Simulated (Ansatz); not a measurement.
This script makes a ladder of basis sets of CH3Br, SMILES CBr with Ansatz's Python interface.

Script `basis.py`:
```python
"""Basis-set convergence for CH3Br."""

import ansatz as az
from ase import Atoms

atoms = Atoms(["C", "Br", "H", "H", "H"], positions=[
    [-0.10636, 0.12454, 0.08889],
    [1.00217, -1.16702, -0.83472],
    [0.51517, 0.97479, 0.35215],
    [-0.5062, -0.35363, 0.9777],
    [-0.90479, 0.42131, -0.58401],
])
molecule = az.Crystal.molecule_from_ase(atoms)

model = molecule.calculation().functional("b3lyp")

energies = {}
for basis in ["def2-SVP", "def2-SVPD", "def2-TZVP", "def2-TZVPP"]:
    report = model.basis(gaussian=basis).run().report
    size = report["n_frozen"] + report["n_occupied"][0] + report["n_virtual"][0]
    energies[basis] = (report["reference_energy_ev"] / 27.211386246, report["free_energy_ev"] / 27.211386246)
    print(f"{basis:14s} {size:4d} orbitals  reference {energies[basis][0]:14.6f} Ha  total {energies[basis][1]:14.6f} Ha")

last = energies["def2-TZVPP"][1]
for basis, (_, total) in energies.items():
    print(f"{basis:14s} lies {27.211386 * (total - last):9.4f} eV above def2-TZVPP")
```

How far does the total energy move along this ladder of basis sets?

Against def2-SVP: def2-SVPD -7.5 mHa, def2-TZVP -362.8 mHa and def2-TZVPP -364.0 mHa. The last step alone is -1.28 mHa (these two sets differ little on atoms other than hydrogen). From the first set to the last the time grows from 1.2 to 2.4 s.

The run itself:

```console
$ python basis.py
def2-SVP         61 orbitals  reference   -2613.751295 Ha  total   -2613.751295 Ha
def2-SVPD        85 orbitals  reference   -2613.758764 Ha  total   -2613.758764 Ha
def2-TZVP        97 orbitals  reference   -2614.114059 Ha  total   -2614.114059 Ha
def2-TZVPP      121 orbitals  reference   -2614.115338 Ha  total   -2614.115338 Ha
def2-SVP       lies    9.9061 eV above def2-TZVPP
def2-SVPD      lies    9.7029 eV above def2-TZVPP
def2-TZVP      lies    0.0348 eV above def2-TZVPP
def2-TZVPP     lies    0.0000 eV above def2-TZVPP
```

The drop along the ladder measures the basis error, and is no property of the molecule. The geometry is a force-field or estimated start, not a minimum of this method, and the last set is no limit. Much of the fall in a total is atomic energy, which cancels in bond and reaction energies. b3lyp holds the VWN-RPA fit, as in Gaussian; the form of ORCA and Turbomole is b3lyp5. It ran for 7.8 s on 1 thread of Arm Neoverse V1, with other jobs on the host, peak memory 0.26 GiB.
